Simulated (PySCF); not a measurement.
# C₃H₁₀OSi₂: electronic excitations at several levels of theory

Aim: compute the electronic excitations of C₃H₁₀OSi₂ (`C=C[Si@@H](C)O[SiH3]`) at several levels, and see how far they spread and what each costs.

Computed with PySCF 2.14.0, with density-fitted response routines of our own, on a single molecule in the gas phase. Atoms count from 0, in the outputs and in this text.

## 1. The molecule as given

16 atoms, charge 0, multiplicity 1; geometry from: GFN2-xTB.

Bonds of the start (Å): C0–C1 1.32, C1–Si2 1.89, Si2–C3 1.90, Si2–O4 1.63, O4–Si5 1.62, C0–H6 1.08, C0–H7 1.08, C1–H8 1.08, Si2–H9 1.47, C3–H10 1.09, C3–H11 1.09, C3–H12 1.09, Si5–H13 1.46, Si5–H14 1.46, Si5–H15 1.46.

## 2. Geometry optimisation at PBE0-D3(BJ)/def2-SVP

What the job is given:

```
{"job": {"xc": "PBE0", "basis": "def2-SVP", "d3": "d3bj", "grid": 1, "kind": "geom"}, "charge": 0, "multiplicity": 1}
C      1.894062     1.269167    -0.388094
C      1.799217    -0.002413    -0.033232
Si     0.208197    -1.015398    -0.061786
C     -0.259388    -1.545113     1.700920
O     -1.009734    -0.130935    -0.674701
Si    -1.923752     1.113375    -1.151183
H      2.822380     1.820579    -0.356710
H      1.029839     1.817482    -0.729956
H      2.696225    -0.509660     0.302546
H      0.320496    -2.154686    -0.979443
H     -0.371613    -0.686395     2.357865
H     -1.198468    -2.090450     1.708776
H      0.500702    -2.190953     2.129259
H     -3.262781     0.556300    -1.326664
H     -1.361492     1.621029    -2.403416
H     -1.891490     2.137015    -0.105592
```

What it wrote:

```text
step   0  E = -773.80931050  max force = 0.019711
step   1  E = -773.81525146  max force = 0.004452
step   2  E = -773.81571868  max force = 0.001624
step   3  E = -773.81574819  max force = 0.000517
step   4  E = -773.81575058  max force = 0.000541
step   5  E = -773.81575695  max force = 0.000254
optimisation converged
```

Wall time 82 s (1 thread, shared host).

The steps of the relaxation:

| step | energy from step 0 (eV) | largest force component (eV/Å) |
| --- | --- | --- |
| 0 | 0.0000 | 1.0136 |
| 1 | -0.1617 | 0.2289 |
| 2 | -0.1744 | 0.0835 |
| 3 | -0.1752 | 0.0266 |
| 4 | -0.1752 | 0.0278 |
| 5 | -0.1754 | 0.0131 |

Distances of close pairs at the start and the end, largest changes first:

| bond | before (Å) | after (Å) | change (Å) |
| --- | --- | --- | --- |
| Si5–H15 | 1.464 | 1.495 | +0.032 |
| Si5–H13 | 1.461 | 1.492 | +0.032 |
| Si5–H14 | 1.464 | 1.495 | +0.031 |
| Si2–O4 | 1.625 | 1.656 | +0.031 |
| Si2–C3 | 1.899 | 1.868 | -0.031 |
| Si2–H9 | 1.467 | 1.496 | +0.028 |
| O4–Si5 | 1.616 | 1.644 | +0.028 |
| C1–Si2 | 1.886 | 1.868 | -0.018 |

The next job starts from the end point, and lists it.

| at the end point | value |
| --- | --- |
| point group (found at 0.08 Å tolerance) | C1 |
| rotational constants (GHz, main isotopes) | 2.730, 1.580, 1.109 |
| dipole moment (D) | 0.92 |

## 3. Ultraviolet spectrum: CAM-B3LYP/def2-SVPD

What the job is given:

```
{"job": {"kind": "uv", "xc": "CAM-B3LYP", "basis": "def2-SVPD", "ip": true}, "charge": 0, "multiplicity": 1}
C      1.895348     1.212018    -0.276737
C      1.811573    -0.077561     0.067555
Si     0.243169    -1.089332    -0.019069
C     -0.217647    -1.748086     1.667510
O     -0.988719    -0.146070    -0.598738
Si    -1.934236     1.108174    -1.084043
H      2.831387     1.777656    -0.208652
H      1.027393     1.769412    -0.647639
H      2.725814    -0.571923     0.425789
H      0.436869    -2.229852    -0.966952
H     -0.351870    -0.923743     2.384611
H     -1.154684    -2.323880     1.618803
H      0.571316    -2.413444     2.053240
H     -3.331993     0.627474    -1.289845
H     -1.422529     1.680575    -2.366394
H     -1.940491     2.187639    -0.049195
```

Level: TDDFT CAM-B3LYP/def2-SVPD, vertical, gas phase, core orbitals frozen in the response.

What it wrote:

```text
coarse grid: 13792 points
cycle   1  E = -773.9782891224  dE =  3.151e-01  |g| = 7.530e-01  |ddm| = 5.579e+00
cycle   2  E = -773.8915848015  dE =  8.670e-02  |g| = 1.031e+00  |ddm| = 1.875e+00
cycle   3  E = -774.0905404984  dE = -1.990e-01  |g| = 8.515e-02  |ddm| = 9.957e-01
cycle   4  E = -774.0919871030  dE = -1.447e-03  |g| = 3.398e-02  |ddm| = 1.811e-01
cycle   5  E = -774.0922870736  dE = -3.000e-04  |g| = 5.535e-03  |ddm| = 5.696e-02
cycle   6  E = -774.0922944425  dE = -7.369e-06  |g| = 2.137e-03  |ddm| = 1.530e-02
final grid: 122408 points
cycle   7  E = -774.2084885556  dE = -1.802e-05  |g| = 3.509e-03  |ddm| = 7.779e-02
cycle   8  E = -774.2084873935  dE =  1.162e-06  |g| = 4.202e-03  |ddm| = 1.186e-02
cycle   9  E = -774.2084917475  dE = -4.354e-06  |g| = 3.861e-04  |ddm| = 5.113e-03
cycle  10  E = -774.2084917812  dE = -3.363e-08  |g| = 1.137e-04  |ddm| = 5.982e-04
cycle  11  E = -774.2084917844  dE = -3.286e-09  |g| = 3.664e-05  |ddm| = 2.948e-04
cycle  12  E = -774.2084917847  dE = -2.747e-10  |g| = 1.189e-05  |ddm| = 5.445e-05
converged SCF energy = -774.2084917847

Static polarisability (au): isotropic 91.733, principal 78.595 93.245 103.359

Singlet excitations
state   eV       nm        f      main configurations
  1   6.5941    188.0   0.00320   H-1->L 0.75, H-3->L 0.14
  2   7.0895    174.9   0.35224   H->L 0.94
  3   7.3224    169.3   0.03853   H->L+1 0.68, H-2->L+1 0.12
  4   7.4804    165.7   0.00264   H-1->L+1 0.72, H-3->L+1 0.09
  5   7.5688    163.8   0.01307   H-2->L+1 0.49, H->L+4 0.15, H->L+1 0.10
  6   7.8299    158.3   0.01233   H-2->L 0.77, H-2->L+1 0.08
  7   7.9774    155.4   0.01233   H->L+3 0.54, H->L+2 0.16
  8   8.2833    149.7   0.00601   H->L+4 0.20, H-2->L+2 0.15, H->L+2 0.13
  9   8.3403    148.7   0.05446   H-1->L+2 0.33, H-3->L+1 0.12, H->L+2 0.12
 10   8.4002    147.6   0.01129   H->L+5 0.18, H->L+4 0.16, H->L+3 0.14

Triplet excitations (Tamm-Dancoff, eV): 4.2230 6.0386 7.0359 7.1436
Vertical ionisation energy (delta-SCF) = 9.9435 eV
```

It took 6.6 min on 1 thread, shared host.

Frontier orbitals and where they lie:

| orbital | eV | atoms |
| --- | --- | --- |
| HOMO−3 | -10.73 | Si5 20 %, H13 17 %, O4 13 % |
| HOMO−2 | -9.89 | O4 30 %, Si5 12 %, C1 9 % |
| HOMO−1 | -9.69 | O4 22 %, C1 20 %, Si2 12 % |
| HOMO | -9.18 | C0 31 %, C1 30 %, Si2 10 % |
| LUMO | 0.66 | C0 32 %, C1 28 %, Si2 10 % |
| LUMO+1 | 1.04 | Si5 25 %, Si2 13 %, C0 10 % |
| LUMO+2 | 1.37 | Si5 44 %, H15 11 %, H13 11 % |

With each of the 10 states as a Gaussian band of 0.4 eV half-width at 1/e, the curve within the window shown has maxima at 175 nm (ε 16,000), 150 nm (ε 3,300) L/(mol cm). Beyond the last state computed it falls off for lack of states. The curve at chosen wavelengths:

(nm, ε (L/mol/cm)): (143, 1348), (146, 2493), (148, 3057), (151, 3243), (153, 3012), (156, 2600), (158, 2570), (161, 3311), (163, 4526), (166, 7516), (169, 11321), (171, 13619), (174, 15546), (176, 15427), (179, 13302), (181, 11063), (184, 7461), (187, 4433), (189, 2945), (192, 1474), (194, 890), (197, 399), (199, 229), (202, 98), (204, 56), (207, 24)

Further results of this job:

| property | computed |
| --- | --- |
| dipole moment (D) | 0.90 |
| polarisability (Å³) | 13.59 |
| HOMO–LUMO gap (eV) | 9.84 |
| −ε(HOMO) (eV) | 9.18 |

## 4. TDDFT and polarisability: wB97X-D/def2-SVPD

Same as in step 3 but for these lines:

```diff
@@ -1,2 +1,2 @@
-{"job": {"kind": "uv", "xc": "CAM-B3LYP", "basis": "def2-SVPD", "ip": true}, "charge": 0, "multiplicity": 1}
+{"job": {"kind": "uv", "xc": "wB97X-D", "basis": "def2-SVPD", "ip": true}, "charge": 0, "multiplicity": 1}
 C      1.895348     1.212018    -0.276737
```

With the program's defaults for keys left out, this is: TDDFT wB97X-D/def2-SVPD, vertical, gas phase, core orbitals frozen in the response.

What it wrote:

```text
coarse grid: 13792 points
cycle   1  E = -774.0035517613  dE =  3.141e-01  |g| = 7.305e-01  |ddm| = 5.364e+00
cycle   2  E = -773.9560623179  dE =  4.749e-02  |g| = 9.138e-01  |ddm| = 1.842e+00
cycle   3  E = -774.1108362182  dE = -1.548e-01  |g| = 6.679e-02  |ddm| = 9.149e-01
cycle   4  E = -774.1118379034  dE = -1.002e-03  |g| = 2.804e-02  |ddm| = 1.766e-01
cycle   5  E = -774.1120523035  dE = -2.144e-04  |g| = 4.672e-03  |ddm| = 7.088e-02
cycle   6  E = -774.1120582360  dE = -5.932e-06  |g| = 1.943e-03  |ddm| = 1.883e-02
final grid: 122408 points
cycle   7  E = -774.2228456442  dE = -6.386e-05  |g| = 3.691e-03  |ddm| = 1.305e-01
cycle   8  E = -774.2228468226  dE = -1.178e-06  |g| = 3.180e-03  |ddm| = 2.063e-02
cycle   9  E = -774.2228492462  dE = -2.424e-06  |g| = 5.415e-04  |ddm| = 4.996e-03
cycle  10  E = -774.2228493245  dE = -7.827e-08  |g| = 1.725e-04  |ddm| = 1.570e-03
cycle  11  E = -774.2228493334  dE = -8.849e-09  |g| = 4.641e-05  |ddm| = 4.937e-04
cycle  12  E = -774.2228493341  dE = -7.553e-10  |g| = 1.194e-05  |ddm| = 1.423e-04
converged SCF energy = -774.2228493341

Static polarisability (au): isotropic 91.786, principal 78.717 93.317 103.325

Singlet excitations
state   eV       nm        f      main configurations
  1   6.6068    187.7   0.00307   H-1->L 0.78, H-3->L 0.15
  2   7.1184    174.2   0.36714   H->L 0.95
  3   7.4136    167.2   0.02102   H->L+1 0.61, H-2->L+1 0.19
  4   7.5562    164.1   0.00191   H-1->L+1 0.75, H-3->L+1 0.12
  5   7.6756    161.5   0.01444   H-2->L+1 0.49, H->L+1 0.15, H->L+4 0.13
  6   7.8284    158.4   0.01731   H-2->L 0.81, H-2->L+1 0.09
  7   8.1858    151.5   0.01934   H->L+3 0.48, H->L+2 0.21
  8   8.4839    146.1   0.01974   H-3->L+1 0.38, H-1->L+2 0.19, H-1->L+1 0.09
  9   8.5091    145.7   0.00280   H-5->L 0.30, H-3->L 0.26, H-1->L 0.09
 10   8.5403    145.2   0.05310   H-2->L+2 0.33, H->L+4 0.14, H->L+2 0.10

Triplet excitations (Tamm-Dancoff, eV): 4.3519 6.0815 7.1772 7.2791
Vertical ionisation energy (delta-SCF) = 9.8872 eV
```

Run time: 5.8 min. Hardware: 1 thread, shared host.

Key values: HOMO -9.70 eV, LUMO 1.35 eV; lowest singlet 6.61 eV.

## 5. Excited states and response: LC-wPBE/def2-SVPD

Same as in step 4 but for these lines:

```diff
@@ -1,2 +1,2 @@
-{"job": {"kind": "uv", "xc": "wB97X-D", "basis": "def2-SVPD", "ip": true}, "charge": 0, "multiplicity": 1}
+{"job": {"kind": "uv", "xc": "LC-wPBE", "basis": "def2-SVPD", "ip": true}, "charge": 0, "multiplicity": 1}
 C      1.895348     1.212018    -0.276737
```

With the program's defaults for keys left out, this is: TDDFT LC-wPBE/def2-SVPD, vertical, gas phase, core orbitals frozen in the response.

What it wrote:

```text
coarse grid: 13792 points
cycle   1  E = -773.7511759886  dE =  3.513e-01  |g| = 6.995e-01  |ddm| = 5.247e+00
cycle   2  E = -773.7417200190  dE =  9.456e-03  |g| = 7.875e-01  |ddm| = 1.535e+00
cycle   3  E = -773.8535835065  dE = -1.119e-01  |g| = 5.912e-02  |ddm| = 6.968e-01
cycle   4  E = -773.8545437541  dE = -9.602e-04  |g| = 2.283e-02  |ddm| = 1.781e-01
cycle   5  E = -773.8546867141  dE = -1.430e-04  |g| = 4.813e-03  |ddm| = 6.262e-02
cycle   6  E = -773.8546930481  dE = -6.334e-06  |g| = 1.585e-03  |ddm| = 1.795e-02
final grid: 122408 points
cycle   7  E = -773.9910314424  dE = -2.569e-05  |g| = 3.654e-03  |ddm| = 9.046e-02
cycle   8  E = -773.9910331892  dE = -1.747e-06  |g| = 2.711e-03  |ddm| = 1.214e-02
cycle   9  E = -773.9910348964  dE = -1.707e-06  |g| = 4.948e-04  |ddm| = 4.004e-03
cycle  10  E = -773.9910349700  dE = -7.369e-08  |g| = 1.886e-04  |ddm| = 1.304e-03
cycle  11  E = -773.9910349562  dE =  1.388e-08  |g| = 4.499e-05  |ddm| = 6.582e-04
cycle  12  E = -773.9910349570  dE = -7.942e-10  |g| = 2.252e-05  |ddm| = 1.562e-04
converged SCF energy = -773.9910349570

Static polarisability (au): isotropic 89.692, principal 76.798 91.238 101.039

Singlet excitations
state   eV       nm        f      main configurations
  1   6.7628    183.3   0.00310   H-1->L 0.64, H-3->L 0.17
  2   7.3336    169.1   0.40672   H->L 0.80
  3   7.8004    158.9   0.00383   H->L+1 0.29, H-2->L+1 0.24, H-2->L+2 0.09
  4   7.8966    157.0   0.00310   H-1->L+1 0.47, H-3->L+1 0.12, H-1->L+2 0.12
  5   8.1533    152.1   0.01975   H->L+1 0.30, H-2->L+1 0.23, H->L+4 0.20
  6   8.5437    145.1   0.01384   H-2->L 0.64, H-4->L 0.09, H->L 0.09
  7   8.6652    143.1   0.02138   H->L+3 0.37, H->L+8 0.10
  8   8.8319    140.4   0.00163   H-5->L 0.41, H-7->L 0.09
  9   8.8598    139.9   0.02100   H-3->L+1 0.20, H-1->L+1 0.13, H-3->L+2 0.12
 10   8.9641    138.3   0.08713   H-2->L+2 0.18, H-2->L+1 0.12

Triplet excitations (Tamm-Dancoff, eV): 4.0728 6.1173 7.3450 7.4179
Vertical ionisation energy (delta-SCF) = 10.1386 eV
```

Wall time 7.1 min (1 thread, shared host).

This run: HOMO -10.57 eV, LUMO 1.82 eV; lowest singlet 6.76 eV.

## 6. Excited states and response: PBE0/6-31G*

Same as in step 5 but for these lines:

```diff
@@ -1,2 +1,2 @@
-{"job": {"kind": "uv", "xc": "LC-wPBE", "basis": "def2-SVPD", "ip": true}, "charge": 0, "multiplicity": 1}
+{"job": {"kind": "uv", "xc": "PBE0", "basis": "6-31G*"}, "charge": 0, "multiplicity": 1}
 C      1.895348     1.212018    -0.276737
```

Method: TDDFT PBE0/6-31G*, vertical, gas phase, core orbitals frozen in the response.

What it wrote:

```text
coarse grid: 13792 points
cycle   1  E = -774.0255823970  dE =  3.129e-01  |g| = 7.807e-01  |ddm| = 3.448e+00
cycle   2  E = -773.8443527092  dE =  1.812e-01  |g| = 1.228e+00  |ddm| = 1.582e+00
cycle   3  E = -774.1473822866  dE = -3.030e-01  |g| = 1.358e-01  |ddm| = 1.080e+00
cycle   4  E = -774.1514199203  dE = -4.038e-03  |g| = 3.562e-02  |ddm| = 1.413e-01
cycle   5  E = -774.1517484643  dE = -3.285e-04  |g| = 6.741e-03  |ddm| = 3.613e-02
cycle   6  E = -774.1517595823  dE = -1.112e-05  |g| = 2.845e-03  |ddm| = 8.574e-03
cycle   7  E = -774.1517616962  dE = -2.114e-06  |g| = 6.882e-04  |ddm| = 2.806e-03
final grid: 122408 points
cycle   8  E = -774.0841018376  dE = -1.268e-05  |g| = 7.977e-03  |ddm| = 1.637e-02
cycle   9  E = -774.0840920433  dE =  9.794e-06  |g| = 1.056e-02  |ddm| = 1.511e-02
cycle  10  E = -774.0841174709  dE = -2.543e-05  |g| = 1.380e-03  |ddm| = 8.570e-03
cycle  11  E = -774.0841178814  dE = -4.106e-07  |g| = 7.194e-05  |ddm| = 1.119e-03
cycle  12  E = -774.0841178824  dE = -9.568e-10  |g| = 4.496e-05  |ddm| = 1.164e-04
cycle  13  E = -774.0841178828  dE = -4.493e-10  |g| = 2.039e-05  |ddm| = 5.060e-05
converged SCF energy = -774.0841178828

Static polarisability (au): isotropic 74.495, principal 58.570 77.528 87.386

Singlet excitations
state   eV       nm        f      main configurations
  1   6.6421    186.7   0.00701   H-1->L 0.91
  2   7.0657    175.5   0.14281   H->L 0.48, H-2->L 0.35, H->L+1 0.13
  3   7.1126    174.3   0.02637   H->L+1 0.76
  4   7.3423    168.9   0.01488   H-1->L+1 0.91
  5   7.4713    165.9   0.00375   H-2->L+1 0.88
  6   7.6406    162.3   0.18849   H-2->L 0.52, H->L 0.36
  7   8.0349    154.3   0.00082   H-3->L 0.86
  8   8.4397    146.9   0.00863   H->L+2 0.65, H-3->L+1 0.21
  9   8.4532    146.7   0.00516   H-3->L+1 0.60, H->L+2 0.21
 10   8.5573    144.9   0.00828   H-4->L 0.89

Triplet excitations (Tamm-Dancoff, eV): 4.2029 6.0562 6.9181 6.9728
```

Run time: 22 s. Hardware: 1 thread, shared host.

This run: HOMO -7.58 eV, LUMO 0.05 eV; lowest singlet 6.64 eV.

## 7. Excited states and response: PBE0/def2-SVP

Same as in step 6 but for these lines:

```diff
@@ -1,2 +1,2 @@
-{"job": {"kind": "uv", "xc": "PBE0", "basis": "6-31G*"}, "charge": 0, "multiplicity": 1}
+{"job": {"kind": "uv", "xc": "PBE0", "basis": "def2-SVP"}, "charge": 0, "multiplicity": 1}
 C      1.895348     1.212018    -0.276737
```

Method: TDDFT PBE0/def2-SVP, vertical, gas phase, core orbitals frozen in the response.

What it wrote:

```text
coarse grid: 13792 points
cycle   1  E = -773.5800796230  dE =  2.685e-01  |g| = 7.587e-01  |ddm| = 3.810e+00
cycle   2  E = -773.4035930684  dE =  1.765e-01  |g| = 1.206e+00  |ddm| = 1.767e+00
cycle   3  E = -773.6943677925  dE = -2.908e-01  |g| = 1.256e-01  |ddm| = 1.229e+00
cycle   4  E = -773.6978002656  dE = -3.432e-03  |g| = 3.692e-02  |ddm| = 1.488e-01
cycle   5  E = -773.6981551804  dE = -3.549e-04  |g| = 6.888e-03  |ddm| = 3.951e-02
cycle   6  E = -773.6981667863  dE = -1.161e-05  |g| = 3.069e-03  |ddm| = 9.859e-03
cycle   7  E = -773.6981692477  dE = -2.461e-06  |g| = 7.479e-04  |ddm| = 3.195e-03
final grid: 122408 points
cycle   8  E = -773.8030896845  dE = -1.397e-05  |g| = 8.377e-03  |ddm| = 2.244e-02
cycle   9  E = -773.8030760218  dE =  1.366e-05  |g| = 1.173e-02  |ddm| = 1.692e-02
cycle  10  E = -773.8031058856  dE = -2.986e-05  |g| = 1.344e-03  |ddm| = 1.016e-02
cycle  11  E = -773.8031062938  dE = -4.082e-07  |g| = 7.046e-05  |ddm| = 1.268e-03
cycle  12  E = -773.8031062949  dE = -1.099e-09  |g| = 4.012e-05  |ddm| = 1.283e-04
cycle  13  E = -773.8031062953  dE = -3.727e-10  |g| = 1.771e-05  |ddm| = 5.053e-05
converged SCF energy = -773.8031062953

Static polarisability (au): isotropic 79.591, principal 64.615 81.647 92.512

Singlet excitations
state   eV       nm        f      main configurations
  1   6.4996    190.8   0.00620   H-1->L 0.91
  2   6.9118    179.4   0.15462   H->L 0.60, H-2->L 0.38
  3   7.3210    169.4   0.00103   H->L+1 0.88
  4   7.4967    165.4   0.11586   H-1->L+1 0.49, H-2->L 0.28, H->L 0.16
  5   7.5823    163.5   0.10356   H-1->L+1 0.44, H-2->L 0.27, H->L 0.17
  6   7.7042    160.9   0.00819   H-2->L+1 0.84, H->L+1 0.08
  7   7.8600    157.7   0.00108   H-3->L 0.86
  8   8.3722    148.1   0.00781   H-4->L 0.94
  9   8.4900    146.0   0.00214   H->L+2 0.75
 10   8.6121    144.0   0.00361   H-3->L+1 0.81

Triplet excitations (Tamm-Dancoff, eV): 4.1941 5.9131 6.8209 7.0787
```

It took 31 s on 1 thread, shared host.

In short: HOMO -7.77 eV, LUMO -0.23 eV; lowest singlet 6.50 eV.

## 8. Ultraviolet spectrum: PBE0/def2-TZVP

Same as in step 7 but for these lines:

```diff
@@ -1,2 +1,2 @@
-{"job": {"kind": "uv", "xc": "PBE0", "basis": "def2-SVP"}, "charge": 0, "multiplicity": 1}
+{"job": {"kind": "uv", "xc": "PBE0", "basis": "def2-TZVP"}, "charge": 0, "multiplicity": 1}
 C      1.895348     1.212018    -0.276737
```

Method: TDDFT PBE0/def2-TZVP, vertical, gas phase, core orbitals frozen in the response.

What it wrote:

```text
coarse grid: 13792 points
cycle   1  E = -774.1110343821  dE =  2.858e-01  |g| = 8.380e-01  |ddm| = 2.870e+00
cycle   2  E = -773.8925618798  dE =  2.185e-01  |g| = 1.349e+00  |ddm| = 1.363e+00
cycle   3  E = -774.2381269328  dE = -3.456e-01  |g| = 1.529e-01  |ddm| = 9.958e-01
cycle   4  E = -774.2426250249  dE = -4.498e-03  |g| = 4.763e-02  |ddm| = 1.208e-01
cycle   5  E = -774.2431685379  dE = -5.435e-04  |g| = 8.143e-03  |ddm| = 3.505e-02
cycle   6  E = -774.2431807883  dE = -1.225e-05  |g| = 3.911e-03  |ddm| = 8.255e-03
cycle   7  E = -774.2431845451  dE = -3.757e-06  |g| = 1.046e-03  |ddm| = 2.762e-03
final grid: 122408 points
cycle   8  E = -774.2352124464  dE = -3.955e-05  |g| = 8.661e-03  |ddm| = 4.174e-02
cycle   9  E = -774.2351987926  dE =  1.365e-05  |g| = 1.189e-02  |ddm| = 1.214e-02
cycle  10  E = -774.2352285010  dE = -2.971e-05  |g| = 1.562e-03  |ddm| = 7.070e-03
cycle  11  E = -774.2352289829  dE = -4.819e-07  |g| = 1.830e-04  |ddm| = 1.027e-03
cycle  12  E = -774.2352289907  dE = -7.792e-09  |g| = 6.216e-05  |ddm| = 1.862e-04
cycle  13  E = -774.2352289914  dE = -6.794e-10  |g| = 3.459e-05  |ddm| = 5.428e-05
cycle  14  E = -774.2352289917  dE = -2.915e-10  |g| = 5.648e-06  |ddm| = 2.304e-05
converged SCF energy = -774.2352289917

Static polarisability (au): isotropic 88.912, principal 74.756 90.583 101.396

Singlet excitations
state   eV       nm        f      main configurations
  1   6.3610    194.9   0.00422   H-1->L 0.91
  2   6.7372    184.0   0.18244   H->L 0.67, H-2->L 0.27
  3   6.9476    178.5   0.00948   H->L+1 0.86
  4   7.1658    173.0   0.01942   H-1->L+1 0.86
  5   7.2821    170.3   0.07766   H-2->L+1 0.43, H-2->L 0.33, H->L 0.13
  6   7.3636    168.4   0.08177   H-2->L+1 0.46, H-2->L 0.30, H->L 0.11
  7   7.7174    160.7   0.00083   H-3->L 0.86
  8   8.0914    153.2   0.02062   H->L+2 0.81
  9   8.1445    152.2   0.00368   H-3->L+1 0.66, H-4->L 0.16
 10   8.1620    151.9   0.00696   H-4->L 0.70, H-3->L+1 0.14

Triplet excitations (Tamm-Dancoff, eV): 4.1680 5.7809 6.6799 6.7585
```

Wall time 78 s (1 thread, shared host).

This run: HOMO -7.84 eV, LUMO -0.45 eV; lowest singlet 6.36 eV.

## 9. Side by side: electronic excitations

Excitations and ground-state properties, with basis size and wall time:

| run | lowest singlet (eV) | brightest (eV) | f | gap (eV) | α (Å³) | μ (D) | functions | time |
| --- | --- | --- | --- | --- | --- | --- | --- | --- |
| CAM-B3LYP/def2-SVPD | 6.59 | 7.09 | 0.352 | 9.84 | 13.59 | 0.90 | 211 | 6.6 min |
| wB97X-D/def2-SVPD | 6.61 | 7.12 | 0.367 | 11.05 | 13.60 | 0.91 | 211 | 5.8 min |
| LC-wPBE/def2-SVPD | 6.76 | 7.33 | 0.407 | 12.38 | 13.29 | 0.92 | 211 | 7.1 min |
| PBE0/6-31G* | 6.64 | 7.64 | 0.188 | 7.63 | 11.04 | 0.95 | 112 | 22 s |
| PBE0/def2-SVP | 6.50 | 6.91 | 0.155 | 7.54 | 11.79 | 0.92 | 142 | 31 s |
| PBE0/def2-TZVP | 6.36 | 6.74 | 0.182 | 7.39 | 13.18 | 0.94 | 258 | 78 s |

## 10. Outcome

| quantity | value |
| --- | --- |
| point group | C1 |
| rotational constants (main isotopes) | 2.73, 1.58, 1.11 GHz |
| lowest singlet (CAM-B3LYP/def2-SVPD) | 6.59 eV (188 nm), f = 0.003 |
| brightest single state of those computed | state 2, 7.09 eV, f = 0.352 |
| lowest triplet | 4.22 eV |
| vertical ionisation energy (ΔSCF) | 9.94 eV |
| range of the lowest singlet | 6.36 to 6.76 eV |

**Reading.** Single values in the summary come from the first run of each kind that ended normally (CAM-B3LYP/def2-SVPD), which need not be the best level. Relaxing lowered the energy by 0.175 eV in 5 steps; the close pair that moved most is Si5–H15, from 1.464 to 1.495 Å. No frequency check was run at this level, so the end point may be a saddle. The lowest singlet, at 6.59 eV, is HOMO−1→LUMO 0.75, HOMO−3→LUMO 0.14 and is weak; of the 10 states computed, the strongest absorption comes from state 2 at 7.09 eV. The lowest triplet lies 2.37 eV below the lowest singlet (triplets in Tamm-Dancoff, singlets in full TDDFT). The orbital energy would give 9.18 eV for ionisation, ΔSCF gives 9.94 eV. The lowest singlet runs from 6.36 eV (PBE0/def2-TZVP) to 6.76 eV (LC-wPBE/def2-SVPD), while the orbital gap spans 7.39 to 12.38 eV. The lowest state need not be the same one in every run.
